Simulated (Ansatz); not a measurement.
# The arsenic atom (quartet): from Hartree-Fock to the top rungs, cc-pVDZ

Aim: climb from Hartree-Fock through coupled cluster and multireference methods for the arsenic atom (quartet) at one geometry and basis, and see what each rung misses.

Computed with Ansatz 0.2.0, Gaussian basis. Level: cc-pVDZ, core rule «outside noble gas», up to 14 orbitals frozen.

The runs, in order: UHF; CCSD(T) on ROHF; CCSD(T) on UHF; BCCD(T) on ROHF; CISD; CCSDT(Q) on ROHF; CCSDT(Q) on UHF; CISDTQ; CCSDTQ on ROHF; CCSDTQ on UHF; CASSCF and MRCISD+Q, 5 electrons in 4 orbitals; CASSCF and MRCISD+Q(relaxed), 5 electrons in 4 orbitals; CASSCF and NEVPT4(SD), 5 electrons in 4 orbitals; CASSCF and NEVPT2, 5 electrons in 4 orbitals.

## 1. The atom

A free atom, in its lowest state of this spin that the program finds. No spin-orbit coupling is included. The filled d shell of As may be among the frozen orbitals whatever the setting's name suggests; the logs give the count.

1 atom, charge 0, spin multiplicity 4.

## 2. UHF

File in.yaml:

```yaml
crystal:
  periodic: [false, false, false]
  atoms:
    - {symbol: As, position_ang: [0.000000, 0.000000, 0.000000]}
basis:
  gaussian: {orbitals: cc-pVDZ}
magnetization: {spin_polarized: true, initial_magnetization: 3}
hamiltonian: {xc: hf}
output: {orbitals: {seedname: orbitals}}
```

Command:

```console
$ ansatz run in.yaml --threads 1 --pin off --events-out ev --progress --plain --max-ram 2393MiB
```

Further steps of the session: CCSD(T) on ROHF; CCSD(T) on UHF; BCCD(T) on ROHF; CISD; CCSDT(Q) on ROHF; CCSDT(Q) on UHF; CISDTQ; CCSDTQ on ROHF; CCSDTQ on UHF; CASSCF and MRCISD+Q, 5 electrons in 4 orbitals; CASSCF and MRCISD+Q(relaxed), 5 electrons in 4 orbitals; CASSCF and NEVPT4(SD), 5 electrons in 4 orbitals; CASSCF and NEVPT2, 5 electrons in 4 orbitals.

**Question.** What will the summary of the whole plan be? Wanted: UCCSDTQ below the RHF energy; RMP2 from UCCSDTQ; UMP2 from UCCSDTQ; RCCSD from UCCSDTQ; RCCSD(T) from UCCSDTQ; UCCSD(T) from UCCSDTQ; RCCSDT(Q) from UCCSDTQ; UCCSDT(Q) from UCCSDTQ; NEVPT2 valence from UCCSDTQ.

The runs gave:

| quantity | value |
| --- | --- |
| UCCSDTQ below the RHF energy | -1.9384 eV |
| RMP2 from UCCSDTQ | +10.24 kcal/mol |
| UMP2 from UCCSDTQ | +9.90 kcal/mol |
| RCCSD from UCCSDTQ | +1.00 kcal/mol |
| RCCSD(T) from UCCSDTQ | +0.54 kcal/mol |
| UCCSD(T) from UCCSDTQ | +0.17 kcal/mol |
| RCCSDT(Q) from UCCSDTQ | +0.39 kcal/mol |
| UCCSDT(Q) from UCCSDTQ | +0.01 kcal/mol |
| NEVPT2 valence from UCCSDTQ | +9.79 kcal/mol |
| NEVPT4(SD) valence from UCCSDTQ | +0.08 kcal/mol |
| MRCISD+Q valence from UCCSDTQ | -0.68 kcal/mol |
| levels within 1 kcal/mol (43 meV) | RCCSD, UCCSD, RCCSD(T), UCCSD(T), BCCD(T), RCCSDT, UCCSDT, CISDTQ, RCCSDT(Q), UCCSDT(Q), RCCSDTQ, NEVPT4(SD) valence, MRCISD+Q valence, MRCISD+Q(relaxed) valence |
| T1 diagnostic | 0.002 |
| effectively unpaired electrons | 3.00 |

In words: RCCSD(T) lands +0.54 kcal/mol from the yardstick (1.2 % of the correlation energy). One determinant dominates. Of the multireference levels listed NEVPT4(SD) valence comes nearest in total energy (+0.08 kcal/mol), which doesn't show that its space is the better one. These misses are within one basis, not against nature; the frozen cores of restricted and unrestricted runs differ, which can shift their rows.
